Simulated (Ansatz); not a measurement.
**CuSb (rocksalt): equation of state**

The task here is to estimate one member of a computed series from the others.

Method: DFT r²SCAN, scalar-relativistic, plane waves, PAW, in Ansatz 0.2.0.

1 further run of the same task is left out (set aside as unsound or not needed). Runs told in other sessions of the task aren't counted.

## The system as given

Symmetry: Fm-3m, No. 225, cubic system. Conventional cell: a = 5.383 Å, b = 5.383 Å, c = 5.383 Å, α = 90.00°, β = 90.00°, γ = 90.00°. Around Cu (site symmetry m-3m) lie 6 Sb at 2.69 Å. Sb (site symmetry m-3m) is surrounded by 6 Cu at 2.69 Å.

Structure file:

```xyz
2
Lattice="0.0000 2.6913 2.6913 2.6913 0.0000 2.6913 2.6913 2.6913 0.0000" Properties=species:S:1:pos:R:3 pbc="T T T"
Cu    2.6913    2.6913    2.6913
Sb    0.0000    0.0000    0.0000
```

An earlier run at r²SCAN left this cell at 19.493 Å³/atom and 0.00 GPa (12×12×12 mesh).

Volume factors to run: 0.980, 1.020, 0.960, 1.040, 1.070.

Set-up of the first run:

input.yaml

```yaml
crystal:
  lattice:
    - [0.0, 2.67320876, 2.67320876]
    - [2.67320876, 0.0, 2.67320876]
    - [2.67320876, 2.67320876, 0.0]
  atoms:
    - { symbol: Cu, position: [0.5, 0.5, 0.5] }
    - { symbol: Sb, position: [0.0, 0.0, 0.0] }
basis:
  ecutwfc: 500
  ecutrho_ratio: 4
kpoints:
  mp_grid: { grid: [12, 12, 12] }
hamiltonian:
  xc: r2scan
scf:
  occupations: { method: gaussian, width: 0.05 }
output:
  forces: true
  stress: true
  eigenvalues: true
```

Launch:

```
ansatz run input.yaml --threads 2 --pin off --max-ram 2662MiB --backend cpu --events-out ev --progress --plain --runs-dir out
```

Steps of the session up to this table: Volume × 0.980; Scaling the volume by 1.020; At 0.960 of the relaxed volume; Volume × 1.040; Scaling the volume by 1.070.

One of the session's tables, all rows but one given; the rest of the session is left out.

It belongs to the step «Energy and pressure against volume». 

```
volume (Å³/atom)  energy (meV/atom)  pressure (GPa)
          18.713               9.22            3.89
          19.103               2.24            1.84
          19.493               0.00            0.00
          19.883               2.03           -1.64
          20.272                  ?               ?
          20.857              22.67           -5.00
```

Estimate the missing values for volume (Å³/atom) = 20.272.

Worked estimate for «energy (meV/atom)». A straight line through the neighbours (19.883, 2.03) and (20.857, 22.67) gives 2.03 + (22.67 − 2.03) × (20.272 − 19.883) / (20.857 − 19.883) = 10.27; a parabola fitted to 3 rows on both sides gives 7.61.

As computed: energy (meV/atom): 7.82; pressure (GPa): -3.10. In «energy (meV/atom)» the line misses by +2.45 and the parabola by -0.21.
